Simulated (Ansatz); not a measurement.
# Cu+ with CHN: structure and interaction energy

Aim: relax the pair, then compute its interaction energy with counterpoise at many levels, up to CCSD(T).

Program: Ansatz 0.2.0, Gaussian basis. Level of theory: PBE0-D4 structure, single points in def2-TZVPPD. These are calculated values, not measurements.

Levels: PBE-D4, revPBE-D4, BLYP-D4, r2SCAN-D4, B97M-V, PBE0-D4, B3LYP-D4, HSE06-D4, wB97X-V, wB97M-V, B2PLYP, Hartree-Fock, MP2, CCSD, CCSD(T). The reference is CCSD(T) extrapolated to the basis limit. For elements past Ar these valence bases correlate outer-core shells poorly and lack relativity, so that limit is rough.

Correlated methods freeze the cores. The 3s and 3p shells of Cu and Zn are frozen; filled d shells are correlated. B3LYP uses VWN-RPA correlation. B2PLYP carries no dispersion term here.

163 further runs of the same task are left out: 163 set aside as unsound or not needed.

## 1. Starting geometry

The pair, from a GFN2-xTB docking trial: 4 atoms, charge 1, spin multiplicity 1.

Atoms are counted from 1 here; the program's logs count them from 0.

Bond lengths: Cu1–N3 1.910 Å, C2–N3 1.140 Å, C2–H4 1.065 Å. Angles: N3–C2–H4 179.6°, Cu1–N3–C2 179.9°.

Coordinates:

```
atom    x (Å)    y (Å)    z (Å)
 Cu1  -1.6529   1.4959  -0.4210
  C2   0.5694  -0.5145   0.1473
  N3  -0.2604   0.2379  -0.0652
  H4   1.3439  -1.2193   0.3389
```

Atoms 1 to 1 are fragment A (Cu+), the rest fragment B (CHN).

## 2. A first relaxation in a small basis

pre/in.yaml

```yaml
crystal:
  periodic: [false, false, false]
  atoms:
    - {symbol: Cu, position_ang: [-1.652900, 1.495900, -0.421000]}
    - {symbol: C, position_ang: [0.569400, -0.514500, 0.147300]}
    - {symbol: N, position_ang: [-0.260400, 0.237900, -0.065200]}
    - {symbol: H, position_ang: [1.343900, -1.219300, 0.338900]}
basis:
  gaussian: {orbitals: def2-SVP}
total_charge: 1
hamiltonian: {xc: pbe, dispersion: d4}
relax: {f_tol: 0.03, max_steps: 250}
```

Started as:

```bash
$ ansatz run in.yaml --threads 2 --pin off --events-out ev --progress --plain --max-ram 5222MiB
```

The runs that follow: Relaxation at PBE0-D4; wB97X-V/def2-TZVPPD; wB97M-V/def2-TZVPPD; B2PLYP/def2-TZVPPD; B97M-V/def2-TZVPPD; CCSD(T)/def2-TZVPPD; MP2/def2-QZVPPD; Hartree-Fock/STO-3G; SPW92/def2-SVP; wB97M-V/def2-SVP; CCSD(T)/def2-SVP; Vibrations of the pair.

Q: Predict the outcome of this session. Wanted: interaction energy, CCSD(T)/CBS; of it Hartree-Fock; D4 term of PBE0-D4; shortest contact; lowest wavenumber.

As calculated:

| quantity | value |
| --- | --- |
| interaction energy, CCSD(T)/CBS | -2082 meV |
| of it Hartree-Fock (basis limit) | -1450 meV |
| D4 term of PBE0-D4 | -29 meV |
| shortest contact | Cu1–N3 1.88 Å |
| lowest wavenumber | 206 cm⁻¹ |

**Reading.** The pair is bound by 2082 meV at fixed fragment shapes. Hartree-Fock gives 70 % of it, so electrostatics and correlation both count. Among the functionals wB97M-V lands nearest to CCSD(T)/CBS (-41 meV) and PBE-D4 farthest (-429 meV). Mean unsigned error by rung: GGA 358, meta-GGA 383, hybrid 176, screened hybrid 151, range-separated hybrid 59, double hybrid 89 meV. PBE-D4 gives an interaction energy 429 meV too low, an error of 21 % of the reference. CCSD(T) moves by -143 meV from triple zeta to the limit; gaps between functionals far smaller than that don't rank them. A lower arrangement may exist.
